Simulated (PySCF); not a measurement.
# Towards the basis-set limit for AsH−

One table from this session's results is given with a row withheld; the runs are named, their logs left out.

Program: PySCF 2.14.0. Level of theory: CCSD(T) on ROHF, scalar-relativistic core potentials. These are calculated values, not measurements.

2 further runs of the same task are left out: 2 set aside as unsound or not needed.

Set-up of the first run:

```yaml
molecule: AsH−
state: doublet, unpaired electrons π ↑
smaller_basis: As aug-cc-pwCVDZ-PP with ECP10, H aug-cc-pVDZ
larger_basis: As aug-cc-pwCVTZ-PP with ECP10, H aug-cc-pVTZ
frozen_core_orbitals: 4
extrapolation: correlation as n⁻³ (n = 2, 3), Hartree–Fock as (n+1)·exp(−9√n)
corrections: none
distances_Å: 1.3729, 1.4353, 1.4977, 1.5601, 1.6225, 1.7005, 1.7785
masses_u: 74.9216, 1.0078
dissociation_limit: As− + H
```

Launch:

```
> OMP_NUM_THREADS=4 python comp.py task.json out
```

One of the session's tables, all rows but one given; the rest of the session is left out.

Parts of the energy along the bond, in eV from As− + H:

| R (Å) | HF/CBS | CCSD corr. | (T) |
| --- | --- | --- | --- |
| 1.3729 | -1.844 | -1.025 | -0.0377 |
| 1.4353 | ? | ? | ? |
| 1.4977 | -2.100 | -1.014 | -0.0433 |
| 1.5601 | -2.102 | -1.014 | -0.0465 |
| 1.6225 | -2.047 | -1.017 | -0.0501 |
| 1.7005 | -1.922 | -1.024 | -0.0548 |
| 1.7785 | -1.756 | -1.035 | -0.0600 |

Estimate the missing values for R (Å) = 1.4353.

Worked estimate for «HF/CBS». A straight line through the neighbours (1.3729, -1.844) and (1.4977, -2.100) gives -1.844 + (-2.100 + 1.844) × (1.4353 − 1.3729) / (1.4977 − 1.3729) = -1.972; a parabola fitted to 3 rows on both sides gives -2.014.

As computed: HF/CBS: -2.023; CCSD corr.: -1.017; (T): -0.0403. In «HF/CBS» the line misses by +0.051 and the parabola by +0.009.

To keep in mind: An extrapolation from double and triple zeta is rough, so this isn't yet the limit.
